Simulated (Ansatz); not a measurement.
# RuSiH2 (triplet): wave-function methods side by side at a displaced geometry (v1), def2-SVP

One table from this session's results is given with a row withheld; the runs are named, their logs left out.

Computed with Ansatz 0.2.0, Gaussian basis. Level: def2-SVP, core rule «outside noble gas», up to 9 orbitals frozen.

The runs, in order: UHF; CCSD(T) on ROHF; CCSD(T) on UHF; CISD as a restricted active space (open shells left free, so some higher excitations enter); CCSDT(Q) on ROHF; CCSDT(Q) on UHF.

21 further runs of the same task are left out: 8 that didn't finish, 13 set aside as unsound or not needed. Runs told in other sessions of the task aren't counted.

### The system

The geometry is a PBE0/def2-TZVP stationary point (not a proven minimum) with its atoms shifted at random (size 0.040 Å). No spin-orbit coupling is included. Elements past krypton take def2 core potentials.

4 atoms, charge 0, spin multiplicity 3.

Atoms are counted from 1 here; the program's logs count them from 0.

Bond lengths: Ru1–Si2 2.184 Å, Si2–H3 1.576 Å, Si2–H4 1.514 Å. Angles: Ru1–Si2–H3 127.8°, Ru1–Si2–H4 129.1°, H3–Si2–H4 103.1°.

Set-up of the first run:

in.yaml

```yaml
crystal:
  periodic: [false, false, false]
  atoms:
    - {symbol: Ru, position_ang: [0.000244, 0.003276, 0.515893]}
    - {symbol: Si, position_ang: [-0.000589, -0.012867, -1.667860]}
    - {symbol: H, position_ang: [0.047375, 1.223396, -2.643373]}
    - {symbol: H, position_ang: [-0.055402, -1.193324, -2.613570]}
basis:
  gaussian: {orbitals: def2-SVP}
magnetization: {spin_polarized: true, initial_magnetization: 2}
hamiltonian: {xc: hf}
output: {orbitals: {seedname: orbitals}}
```

Launch:

```
> ansatz run in.yaml --threads 1 --pin off --events-out ev --progress --plain --max-ram 2393MiB
```

Among the steps run: UHF; CCSD(T) on ROHF; CCSD(T) on UHF; CISD as a restricted active space (open shells left free, so some higher excitations enter); CCSDT(Q) on ROHF; CCSDT(Q) on UHF.

One table of the session follows, with a row left open; its other results are not shown here.

```
   method  from RCCSDT(Q) (meV)
     ROHF               +9292.6
      UHF               +8111.0
     RMP2                     ?
     UMP2               +1453.9
     CISD               +1639.9
    RCCSD                +528.2
    UCCSD                +399.9
 RCCSD(T)                 +74.7
 UCCSD(T)                 +67.2
   RCCSDT                 +28.0
   UCCSDT                 -20.6
RCCSDT(Q)                     0
UCCSDT(Q)                 -69.8
```

Q: Estimate the row for RMP2 from the others.

The run gave: from RCCSDT(Q) (meV): +1056.4. In the column «from RCCSDT(Q) (meV)» it lies between RCCSD (+528.2) and UMP2 (+1453.9).

Limits of these values: The determinant of HF (⟨S²⟩ 2.85) is far from a pure spin state, so its energy mixes those of several spin states; that is harmless only where they are near-degenerate. The determinant of CCSD(T) (⟨S²⟩ 2.85) is far from a pure spin state, so its energy mixes those of several spin states; high orders of coupled cluster remove much of that, low ones don't. The determinant of CCSDT(Q) (⟨S²⟩ 2.85) is far from a pure spin state, so its energy mixes those of several spin states; high orders of coupled cluster remove much of that, low ones don't. Warnings: spin contamination; large T1 diagnostic. Restricted and unrestricted rows rest on different reference determinants; a gap between their highest levels can come from leftover correlation error, from unlike frozen cores or from another state.
